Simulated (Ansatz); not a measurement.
# CH2FNSi: how energies converge with the basis set

One table from this session's results is given with a row withheld; the runs are named, their logs left out.

Method: one geometry, several basis sets; program: Ansatz 0.2.0, Gaussian basis.

The runs, in order: PBE0-D4/def2-SVP; ωB97M-V/def2-SVP; PBE0-D4/def2-QZVPP; ωB97M-V/def2-QZVPP; the functionals' def2-TZVPP values are taken from earlier runs.

## Structure used throughout

The geometry comes from an earlier relaxation with PBE0-D4 in a triple-zeta def2 set; it is a stationary point.

SMILES `F[SiH]1C=N1`, 6 atoms, charge 0, spin multiplicity 1.

Atoms are counted from 1 here; the program's logs count them from 0.

Bond lengths: F1–Si2 1.587 Å, Si2–C3 1.754 Å, Si2–N4 1.756 Å, Si2–H5 1.466 Å, C3–N4 1.292 Å, C3–H6 1.091 Å. Angles: F1–Si2–C3 122.5°, F1–Si2–N4 118.9°, F1–Si2–H5 108.3°, C3–Si2–N4 43.2°, C3–Si2–H5 127.2°, N4–Si2–H5 121.7°, Si2–C3–N4 68.5°, Si2–C3–H6 163.6°, N4–C3–H6 127.8°, Si2–N4–C3 68.3°.

Set-up of the first run:

in.yaml reads:

```yaml
crystal:
  periodic: [false, false, false]
  atoms:
    - {symbol: F, position_ang: [1.859255, -0.343984, -0.757272]}
    - {symbol: Si, position_ang: [0.285768, -0.206877, -0.605858]}
    - {symbol: C, position_ang: [-0.466674, 0.494272, 0.814747]}
    - {symbol: N, position_ang: [-0.480569, -0.796516, 0.859993]}
    - {symbol: H, position_ang: [-0.321410, -0.404230, -1.925232]}
    - {symbol: H, position_ang: [-0.834270, 1.193336, 1.567522]}
basis:
  gaussian: {orbitals: def2-SVP}
hamiltonian: {xc: pbe0, dispersion: d4}
output: {orbitals: {seedname: orbitals}}
```

Started as:

```sh
> ansatz run in.yaml --threads 2 --pin off --events-out ev --progress --plain --max-ram 4352MiB
```

Steps of the session up to this table: PBE0-D4 in def2-SVP; ωB97M-V in def2-SVP; PBE0-D4 in def2-QZVPP; ωB97M-V in def2-QZVPP.

One table of the session follows, with a row left open; its other results are not shown here.

It belongs to the step «Functionals by basis». 

```
functional       basis  HOMO (eV)
   PBE0-D4    def2-SVP      -6.90
   PBE0-D4  def2-TZVPP      -6.98
   PBE0-D4  def2-QZVPP      -7.01
   ωB97M-V    def2-SVP          ?
   ωB97M-V  def2-TZVPP      -9.20
   ωB97M-V  def2-QZVPP      -9.23
```

**Question.** Estimate the row for ωB97M-V, def2-SVP.

The run gave: HOMO (eV): -9.09. In the column «HOMO (eV)» it lies between ωB97M-V, def2-TZVPP (-9.20) and PBE0-D4, def2-QZVPP (-7.01).
